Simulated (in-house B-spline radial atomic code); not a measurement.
# Ag⁴⁴⁺: a one-valence-electron spectrum

Question: which levels, fine-structure intervals and matrix elements has Ag⁴⁴⁺, treated as one electron over a closed core?

Method: frozen-core Dirac-Hartree-Fock, second-order and screened correlation potential (Brueckner orbitals), static RPA core polarisation, Breit and QED for the lowest s, p, d states, no-pair Dirac-Coulomb. Code: an in-house B-spline radial atomic code, version 1.

## Step 1: The atom as given

| Quantity | Value |
| --- | --- |
| element | silver (Z = 47) |
| charge | +44 |
| core | 1s2 |
| nucleus | mass number 107, rms radius 4.545 fm |

## Step 2: The run

Settings of the run, as the program recorded them:

```ini
basis_form = 2
Z = 47
core_configuration = 1s2
rms_radius = 4.5454
mass_number = 107
speed_of_light = 137.035999084
box_radius = 4.693
lmax = 6
intervals = 59
virtual_cutoff = 4418.0
```

On the command line:

```
$ python run_mb.py task.json out
```

Results of the run (chosen fields of its result record, rounded):

```text
status: converged
warnings: ["a state reaches the box edge"]
core_hf_energy [hartree]: -2247.36507801
lowest_core_excitation [hartree]: 832.969
core_polarisability [au]: 1.67721e-06
core_quadrupole_polarisability [au]: 2.46908e-09
states:
  - {"name": "2s1/2", "dhf": -267.481, "second_order": -0.006235458, "tail": -7.715e-06, "brueckner2": -267.4872, "screened": -267.4873, "overlap": 1.0, "breit": 0.13366, "qed": 0.1402, "r": 0.125582, "edge": 5.3e-16}
  - {"name": "3s1/2", "dhf": -117.2019, "second_order": -0.001808966, "tail": -1.778e-06, "brueckner2": -117.2037, "screened": -117.2037, "overlap": 1.0, "breit": 0.037711, "qed": 0.042888, "r": 0.28722, "edge": 2.1e-14}
  - {"name": "4s1/2", "dhf": -65.35837, "second_order": -0.0007169451, "tail": -6.784e-07, "brueckner2": -65.35909, "screened": -65.35909, "overlap": 1.0, "r": 0.515584, "edge": 2.8e-13}
  - {"name": "5s1/2", "dhf": -41.59179, "second_order": -0.0003566245, "tail": -3.307e-07, "brueckner2": -41.59214, "screened": -41.59215, "overlap": 1.0, "r": 0.81063, "edge": 5.8e-13}
  - {"name": "2p1/2", "dhf": -263.807, "second_order": -0.01506595, "tail": -1.861e-05, "brueckner2": -263.8221, "screened": -263.8222, "overlap": 1.0, "breit": 0.26675, "qed": -0.0035045, "r": 0.104896, "edge": 1.9e-16}
  - {"name": "3p1/2", "dhf": -116.1834, "second_order": -0.003742649, "tail": -2.813e-06, "brueckner2": -116.1872, "screened": -116.1872, "overlap": 1.0, "breit": 0.073382, "qed": 5.5506e-05, "r": 0.267409, "edge": 9.3e-15}
  - {"name": "4p1/2", "dhf": -64.94015, "second_order": -0.001442561, "tail": -9.321e-07, "brueckner2": -64.94159, "screened": -64.9416, "overlap": 1.0, "r": 0.496606, "edge": 1.7e-13}
  - {"name": "5p1/2", "dhf": -41.38076, "second_order": -0.0007091142, "tail": -4.266e-07, "brueckner2": -41.38147, "screened": -41.38147, "overlap": 1.0, "r": 0.792481, "edge": 4e-13}
  - {"name": "2p3/2", "dhf": -256.1608, "second_order": -0.01238538, "tail": -1.749e-05, "brueckner2": -256.1732, "screened": -256.1732, "overlap": 1.0, "breit": 0.10776, "qed": 0.011094, "r": 0.109179, "edge": 1.9e-16}
  - {"name": "3p3/2", "dhf": -113.9162, "second_order": -0.003075969, "tail": -2.936e-06, "brueckner2": -113.9193, "screened": -113.9193, "overlap": 1.0, "breit": 0.029397, "qed": 0.0042304, "r": 0.2734, "edge": 1.4e-14}
  - {"name": "4p3/2", "dhf": -63.98676, "second_order": -0.001186103, "tail": -1.009e-06, "brueckner2": -63.98795, "screened": -63.98795, "overlap": 1.0, "r": 0.50447, "edge": 1.8e-13}
  - {"name": "5p3/2", "dhf": -40.89414, "second_order": -0.0005836913, "tail": -4.697e-07, "brueckner2": -40.89473, "screened": -40.89473, "overlap": 1.0, "r": 0.802265, "edge": 3.9e-13}
  - {"name": "3d3/2", "dhf": -113.5426, "second_order": -0.001390613, "tail": -4.859e-06, "brueckner2": -113.544, "screened": -113.544, "overlap": 1.0, "breit": 0.0029275, "qed": -0.00050435, "r": 0.229922, "edge": 1.4e-15}
  - {"name": "4d3/2", "dhf": -63.83137, "second_order": -0.0006157977, "tail": -2.404e-06, "brueckner2": -63.83199, "screened": -63.83199, "overlap": 1.0, "breit": 0.0016105, "qed": -0.0001733, "r": 0.461298, "edge": 5.2e-14}
  - {"name": "5d3/2", "dhf": -40.81518, "second_order": -0.0003157585, "tail": -1.288e-06, "brueckner2": -40.8155, "screened": -40.8155, "overlap": 1.0, "r": 0.759407, "edge": 1.7e-13}
  - {"name": "6d3/2", "dhf": -28.32023, "second_order": -0.0001828155, "tail": -7.605e-07, "brueckner2": -28.32041, "screened": -28.32041, "overlap": 1.0, "r": 1.12421, "edge": 2.1e-12}
  - {"name": "3d5/2", "dhf": -112.8544, "second_order": -0.001295646, "tail": -4.23e-06, "brueckner2": -112.8557, "screened": -112.8557, "overlap": 1.0, "breit": 0.00094726, "qed": 0.0011391, "r": 0.232069, "edge": 1.6e-15}
  - {"name": "4d5/2", "dhf": -63.54021, "second_order": -0.0005717045, "tail": -2.105e-06, "brueckner2": -63.54078, "screened": -63.54079, "overlap": 1.0, "breit": 0.00051761, "qed": 0.00052075, "r": 0.46391, "edge": 5.4e-14}
  - {"name": "5d5/2", "dhf": -40.66603, "second_order": -0.0002928482, "tail": -1.131e-06, "brueckner2": -40.66632, "screened": -40.66633, "overlap": 1.0, "r": 0.762561, "edge": 1.7e-13}
  - {"name": "6d5/2", "dhf": -28.23393, "second_order": -0.0001695014, "tail": -6.69e-07, "brueckner2": -28.2341, "screened": -28.2341, "overlap": 1.0, "r": 1.12794, "edge": 2.4e-12}
  - {"name": "4f5/2", "dhf": -63.53175, "second_order": -0.0001265613, "tail": -4.694e-07, "brueckner2": -63.53188, "screened": -63.53188, "overlap": 1.0, "r": 0.397333, "edge": 3.8e-15}
  - {"name": "5f5/2", "dhf": -40.66127, "second_order": -7.238092e-05, "tail": -3.498e-07, "brueckner2": -40.66134, "screened": -40.66134, "overlap": 1.0, "r": 0.696009, "edge": 3.1e-14}
  - {"name": "6f5/2", "dhf": -28.23104, "second_order": -4.372004e-05, "tail": -2.359e-07, "brueckner2": -28.23108, "screened": -28.23108, "overlap": 1.0, "r": 1.06141, "edge": 1e-12}
  - {"name": "7f5/2", "dhf": -20.73575, "second_order": -2.820811e-05, "tail": -1.612e-07, "brueckner2": -20.73578, "screened": -20.73578, "overlap": 1.0, "r": 1.4935, "edge": 4.7e-08}
  - {"name": "4f7/2", "dhf": -63.38835, "second_order": -0.0001228518, "tail": -4.228e-07, "brueckner2": -63.38847, "screened": -63.38847, "overlap": 1.0, "r": 0.398797, "edge": 3.9e-15}
  - {"name": "5f7/2", "dhf": -40.58775, "second_order": -7.002777e-05, "tail": -3.143e-07, "brueckner2": -40.58782, "screened": -40.58782, "overlap": 1.0, "r": 0.697681, "edge": 3.2e-14}
  - {"name": "6f7/2", "dhf": -28.18848, "second_order": -4.224003e-05, "tail": -2.117e-07, "brueckner2": -28.18852, "screened": -28.18852, "overlap": 1.0, "r": 1.06333, "edge": 1.1e-12}
  - {"name": "7f7/2", "dhf": -20.70895, "second_order": -2.723423e-05, "tail": -1.446e-07, "brueckner2": -20.70897, "screened": -20.70897, "overlap": 1.0, "r": 1.49569, "edge": 4.9e-08}
  - {"name": "5g7/2", "dhf": -40.58766, "second_order": -1.746442e-05, "tail": -1.824e-07, "brueckner2": -40.58767, "screened": -40.58767, "overlap": 1.0, "r": 0.608796, "edge": 9.3e-16}
  - {"name": "6g7/2", "dhf": -28.18841, "second_order": -1.12627e-05, "tail": -1.482e-07, "brueckner2": -28.18843, "screened": -28.18843, "overlap": 1.0, "r": 0.974445, "edge": 3.2e-13}
  - {"name": "7g7/2", "dhf": -20.7089, "second_order": -7.475727e-06, "tail": -1.092e-07, "brueckner2": -20.70891, "screened": -20.70891, "overlap": 1.0, "r": 1.40681, "edge": 1.9e-08}
  - {"name": "5g9/2", "dhf": -40.54377, "second_order": -1.724149e-05, "tail": -1.766e-07, "brueckner2": -40.54378, "screened": -40.54379, "overlap": 1.0, "r": 0.609911, "edge": 9.6e-16}
  - {"name": "6g9/2", "dhf": -28.163, "second_order": -1.110079e-05, "tail": -1.43e-07, "brueckner2": -28.16301, "screened": -28.16301, "overlap": 1.0, "r": 0.975676, "edge": 3.3e-13}
  - {"name": "7g9/2", "dhf": -20.69289, "second_order": -7.362364e-06, "tail": -1.052e-07, "brueckner2": -20.6929, "screened": -20.6929, "overlap": 1.0, "r": 1.40818, "edge": 1.9e-08}
```

It took 11 s on 1 thread, shared host.

Fields of a state (hartree, bohr): dhf, the second-order shift, its tail beyond lmax, Brueckner energies at second order and screened, overlap with the DHF orbital, Breit and QED shifts, mean radii, and edge, the weight near the box wall.

2 further states of the record are not shown: above the first core excitation the self-energy has poles, and states at the box wall or far from their DHF orbital are unsound.

## Step 3: Removal energies by rung

Removal energies in eV; the shifts add to the DHF value.

| state | DHF | Brueckner, 2nd order | screened | Breit + QED | final | quantum defect |
| --- | --- | --- | --- | --- | --- | --- |
| 2s1/2 | 7278.529 | 0.170 | 0.171 | -7.452 | 7271.248 | 0.053 |
| 2p1/2 | 7178.555 | 0.410 | 0.412 | -7.163 | 7171.804 | 0.040 |
| 2p3/2 | 6970.490 | 0.338 | 0.339 | -3.234 | 6967.595 | 0.011 |
| 3s1/2 | 3189.225 | 0.049 | 0.050 | -2.193 | 3187.081 | 0.060 |
| 3p1/2 | 3161.512 | 0.102 | 0.102 | -1.998 | 3159.616 | 0.047 |
| 3p3/2 | 3099.818 | 0.084 | 0.084 | -0.915 | 3098.987 | 0.018 |
| 3d3/2 | 3089.652 | 0.038 | 0.038 | -0.066 | 3089.624 | 0.014 |
| 3d5/2 | 3070.925 | 0.035 | 0.036 | -0.057 | 3070.904 | 0.005 |
| 4s1/2 | 1778.492 | 0.020 | 0.020 | - | 1778.512 | 0.064 |
| 4p1/2 | 1767.111 | 0.039 | 0.039 | - | 1767.151 | 0.051 |
| 4p3/2 | 1741.168 | 0.032 | 0.032 | - | 1741.201 | 0.022 |
| 4d3/2 | 1736.940 | 0.017 | 0.017 | -0.039 | 1736.918 | 0.017 |
| 4d5/2 | 1729.017 | 0.016 | 0.016 | -0.028 | 1729.005 | 0.008 |
| 4f5/2 | 1728.787 | 0.003 | 0.003 | - | 1728.790 | 0.008 |
| 4f7/2 | 1724.885 | 0.003 | 0.003 | - | 1724.888 | 0.003 |
| 5s1/2 | 1131.770 | 0.010 | 0.010 | - | 1131.780 | 0.066 |
| 5p1/2 | 1126.028 | 0.019 | 0.019 | - | 1126.047 | 0.054 |
| 5p3/2 | 1112.786 | 0.016 | 0.016 | - | 1112.802 | 0.024 |
| 5d3/2 | 1110.638 | 0.009 | 0.009 | - | 1110.646 | 0.019 |
| 5d5/2 | 1106.579 | 0.008 | 0.008 | - | 1106.587 | 0.010 |
| 5f5/2 | 1106.449 | 0.002 | 0.002 | - | 1106.451 | 0.010 |
| 5f7/2 | 1104.449 | 0.002 | 0.002 | - | 1104.451 | 0.005 |
| 5g7/2 | 1104.446 | 0.000 | 0.000 | - | 1104.447 | 0.005 |
| 5g9/2 | 1103.252 | 0.000 | 0.000 | - | 1103.253 | 0.003 |
| 6d3/2 | 770.633 | 0.005 | 0.005 | - | 770.638 | 0.021 |
| 6d5/2 | 768.284 | 0.005 | 0.005 | - | 768.289 | 0.012 |
| 6f5/2 | 768.206 | 0.001 | 0.001 | - | 768.207 | 0.011 |
| 6f7/2 | 767.048 | 0.001 | 0.001 | - | 767.049 | 0.007 |
| 6g7/2 | 767.046 | 0.000 | 0.000 | - | 767.046 | 0.007 |
| 6g9/2 | 766.354 | 0.000 | 0.000 | - | 766.354 | 0.004 |
| 7f5/2 | 564.249 | 0.001 | 0.001 | - | 564.249 | 0.012 |
| 7f7/2 | 563.519 | 0.001 | 0.001 | - | 563.520 | 0.008 |
| 7g7/2 | 563.518 | 0.000 | 0.000 | - | 563.518 | 0.008 |
| 7g9/2 | 563.082 | 0.000 | 0.000 | - | 563.082 | 0.005 |

Fine-structure intervals (cm⁻¹):

| doublet | DHF | final (correlation, and Breit and QED where computed) |
| --- | --- | --- |
| 2p | 1678156 | 1647055 |
| 3p | 497600 | 489009 |
| 3d | 151041 | 150988 |
| 4p | 209245 | 209301 |
| 4d | 63903 | 63825 |
| 4f | 31474 | 31474 |
| 5p | 106799 | 106827 |
| 5d | 32735 | 32740 |
| 5f | 16135 | 16136 |
| 5g | 9632 | 9633 |
| 6d | 18941 | 18944 |
| 6f | 9342 | 9342 |
| 6g | 5579 | 5579 |
| 7f | 5883 | 5883 |
| 7g | 3514 | 3514 |

## Step 4: Transitions

The record's fields for this part:

```text
matrix_elements:
  - [1, "2p1/2", "2s1/2", 0.089232, 0.089123, 0.089119]
  - [1, "2p1/2", "3s1/2", -0.017831, -0.017871, -0.017868]
  - [1, "2p1/2", "4s1/2", -0.0071836, -0.0072071, -0.0072059]
  - [1, "2p1/2", "5s1/2", -0.0042702, -0.0042863, -0.0042856]
  - [1, "3p1/2", "2s1/2", -0.051647, -0.051668, -0.051672]
  - [1, "3p1/2", "3s1/2", 0.22234, 0.2223, 0.2223]
  - [1, "3p1/2", "4s1/2", -0.046178, -0.046194, -0.046187]
  - [1, "3p1/2", "5s1/2", -0.018117, -0.018127, -0.018125]
  - [1, "4p1/2", "2s1/2", -0.021823, -0.021832, -0.021833]
  - [1, "4p1/2", "3s1/2", -0.092553, -0.092565, -0.092571]
  - [1, "4p1/2", "4s1/2", 0.40954, 0.40953, 0.40952]
  - [1, "4p1/2", "5s1/2", -0.086953, -0.086961, -0.086949]
  - [1, "5p1/2", "2s1/2", -0.013196, -0.013202, -0.013202]
  - [1, "5p1/2", "3s1/2", -0.038784, -0.038791, -0.038792]
  - [1, "5p1/2", "4s1/2", -0.14443, -0.14444, -0.14445]
  - [1, "5p1/2", "5s1/2", 0.6511, 0.65109, 0.65108]
  - [1, "2p3/2", "2s1/2", -0.12983, -0.12968, -0.12968]
  - [1, "2p3/2", "3s1/2", 0.029965, 0.030017, 0.030013]
  - [1, "2p3/2", "4s1/2", 0.011706, 0.011736, 0.011735]
  - [1, "2p3/2", "5s1/2", 0.0068935, 0.0069141, 0.0069134]
  - [1, "3p3/2", "2s1/2", 0.067682, 0.067711, 0.067715]
  - [1, "3p3/2", "3s1/2", -0.3199, -0.31986, -0.31985]
  - [1, "3p3/2", "4s1/2", 0.076495, 0.076516, 0.076508]
  - [1, "3p3/2", "5s1/2", 0.029092, 0.029107, 0.029104]
  - [1, "4p3/2", "2s1/2", 0.0297, 0.029713, 0.029714]
  - [1, "4p3/2", "3s1/2", 0.11877, 0.11879, 0.11879]
  - [1, "4p3/2", "4s1/2", -0.58627, -0.58625, -0.58624]
  - [1, "4p3/2", "5s1/2", 0.14279, 0.1428, 0.14279]
  - [1, "5p3/2", "2s1/2", 0.018193, 0.018202, 0.018202]
  - [1, "5p3/2", "3s1/2", 0.05169, 0.051701, 0.051702]
  - [1, "5p3/2", "4s1/2", 0.18341, 0.18342, 0.18343]
  - [1, "5p3/2", "5s1/2", -0.92933, -0.92932, -0.92931]
  - [1, "3d3/2", "2p1/2", 0.11361, 0.11354, 0.11353]
  - [1, "3d3/2", "3p1/2", -0.25626, -0.25625, -0.25624]
  - [1, "3d3/2", "4p1/2", 0.041086, 0.041092, 0.041097]
  - [1, "3d3/2", "5p1/2", 0.01483, 0.014833, 0.014835]
  - [1, "4d3/2", "2p1/2", 0.04253, 0.042487, 0.042485]
  - [1, "4d3/2", "3p1/2", 0.17641, 0.1764, 0.17639]
  - [1, "4d3/2", "4p1/2", -0.52976, -0.52975, -0.52975]
  - [1, "4d3/2", "5p1/2", 0.094315, 0.094318, 0.094328]
  - [1, "5d3/2", "2p1/2", 0.024552, 0.024522, 0.024521]
  - [1, "5d3/2", "3p1/2", 0.072344, 0.072337, 0.072333]
  - [1, "5d3/2", "4p1/2", 0.25367, 0.25367, 0.25365]
  - [1, "5d3/2", "5p1/2", -0.87662, -0.87662, -0.87661]
  - [1, "6d3/2", "2p1/2", 0.016756, 0.016733, 0.016733]
  - [1, "6d3/2", "3p1/2", 0.043081, 0.043075, 0.043074]
  - [1, "6d3/2", "4p1/2", 0.10554, 0.10554, 0.10553]
  - [1, "6d3/2", "5p1/2", 0.34526, 0.34526, 0.34523]
  - [1, "3d3/2", "2p3/2", -0.053196, -0.053166, -0.053163]
  - [1, "3d3/2", "3p3/2", 0.11392, 0.11391, 0.11391]
  - [1, "3d3/2", "4p3/2", -0.01544, -0.015442, -0.015444]
  - [1, "3d3/2", "5p3/2", -0.0057136, -0.0057151, -0.0057155]
  - [1, "4d3/2", "2p3/2", -0.019062, -0.019043, -0.019043]
  - [1, "4d3/2", "3p3/2", -0.085053, -0.085049, -0.085044]
  - [1, "4d3/2", "4p3/2", 0.23598, 0.23598, 0.23597]
  - [1, "4d3/2", "5p3/2", -0.035847, -0.035848, -0.035852]
  - [1, "5d3/2", "2p3/2", -0.010836, -0.010823, -0.010823]
  - [1, "5d3/2", "3p3/2", -0.033429, -0.033426, -0.033425]
  - [1, "5d3/2", "4p3/2", -0.1241, -0.1241, -0.12409]
  - [1, "5d3/2", "5p3/2", 0.39094, 0.39093, 0.39093]
  - "... 313 more rows left out ..."
```

Each row: multipole K, the two states, and the reduced element at DHF, with RPA, and with Brueckner orbitals and RPA (atomic units); rows between the states shown.

Electric-dipole lines from the final energies and elements:

| upper | lower | wavelength (nm) | rate (1/s) | oscillator strength |
| --- | --- | --- | --- | --- |
| 2p1/2 | 2s1/2 | 12.468 | 4.15e+09 | 0.00967 |
| 2p3/2 | 2s1/2 | 4.0831 | 1.25e+11 | 0.0626 |
| 3p1/2 | 2s1/2 | 0.30155 | 9.86e+13 | 0.134 |
| 3p3/2 | 2s1/2 | 0.29716 | 8.85e+13 | 0.234 |
| 4p1/2 | 2s1/2 | 0.22526 | 4.22e+13 | 0.0321 |
| 4p3/2 | 2s1/2 | 0.22420 | 3.97e+13 | 0.0598 |
| 5p1/2 | 2s1/2 | 0.20176 | 2.15e+13 | 0.0131 |
| 5p3/2 | 2s1/2 | 0.20132 | 2.06e+13 | 0.0250 |
| 3s1/2 | 2p1/2 | 0.31115 | 1.07e+13 | 0.0156 |
| 3d3/2 | 2p1/2 | 0.30372 | 2.33e+14 | 0.645 |
| 4s1/2 | 2p1/2 | 0.22989 | 4.33e+12 | 0.00343 |
| 4d3/2 | 2p1/2 | 0.22813 | 7.70e+13 | 0.120 |
| 5s1/2 | 2p1/2 | 0.20527 | 2.15e+12 | 0.00136 |
| 5d3/2 | 2p1/2 | 0.20456 | 3.56e+13 | 0.0446 |
| 6d3/2 | 2p1/2 | 0.19369 | 1.95e+13 | 0.0220 |
| 3s1/2 | 2p3/2 | 0.32796 | 2.59e+13 | 0.0209 |

## Step 5: Hyperfine structure

From the fields A (MHz per unit nuclear g-factor, uniformly magnetised nucleus), B (MHz per barn) and alpha0 of the same record:

| state | A, DHF | A, RPA | A, Brueckner + RPA | B, final | α0 (bohr³) |
| --- | --- | --- | --- | --- | --- |
| 2s1/2 | 3924030 | 3983900 | 3984250 | - | 0.001241 |
| 2p1/2 | 1265010 | 1279770 | 1279980 | - | -0.0006847 |
| 2p3/2 | 206039 | 194586 | 194611 | 390771 | -0.0002049 |
| 3s1/2 | 1152660 | 1168790 | 1168870 | - | - |
| 3p1/2 | 377642 | 380971 | 381004 | - | - |
| 3p3/2 | 61755 | 59202 | 59206 | 118265 | - |
| 3d3/2 | 35959 | 36129 | 36132 | 22876 | -0.009462 |
| 3d5/2 | 14944 | 14779 | 14780 | 30575 | -0.01197 |
| 4s1/2 | 482106 | 488661 | 488689 | - | - |
| 4p1/2 | 158983 | 160262 | 160272 | - | - |
| 4p3/2 | 26097 | 25123 | 25124 | 50146 | - |
| 4d3/2 | 15250 | 15338 | 15339 | 9825 | - |
| 4d5/2 | 6343 | 6257 | 6257 | 13032 | - |
| 4f5/2 | 4515 | 4517 | 4517 | 4631 | -0.3698 |

## Step 6: Outcome

| quantity | value |
| --- | --- |
| lowest one-electron state over this core | 2s1/2 |
| its removal energy | 7271.2 eV (DHF 7278.5 eV) |
| next one-electron state | 2p1/2 at 99.44 eV |
| strongest of the lines computed from the lowest state (states outside the list are missing) | 3p3/2, 0.2972 nm, f = 0.234 |
| polarisability of the lowest state | 0.001241 bohr³ |
| core polarisability | 1.677e-06 bohr³ |
| tabulated theoretical ionisation energy | 7271.3 eV (NIST Atomic Spectra Database, ionization energies) |

In words: Correlation with the core adds 0.0024 % to the binding of 2s1/2, and the screened shift differs from the second-order Brueckner one by +0.78 %. The quantum defects of the lowest states are s 0.05, p 0.04, d 0.01, f 0.01, g 0.01; at this charge relativity makes much of them, since the formula is non-relativistic. The tabulated theoretical ionisation energy, 7271.3 eV, is missed by -0.00069 % at the final rung.
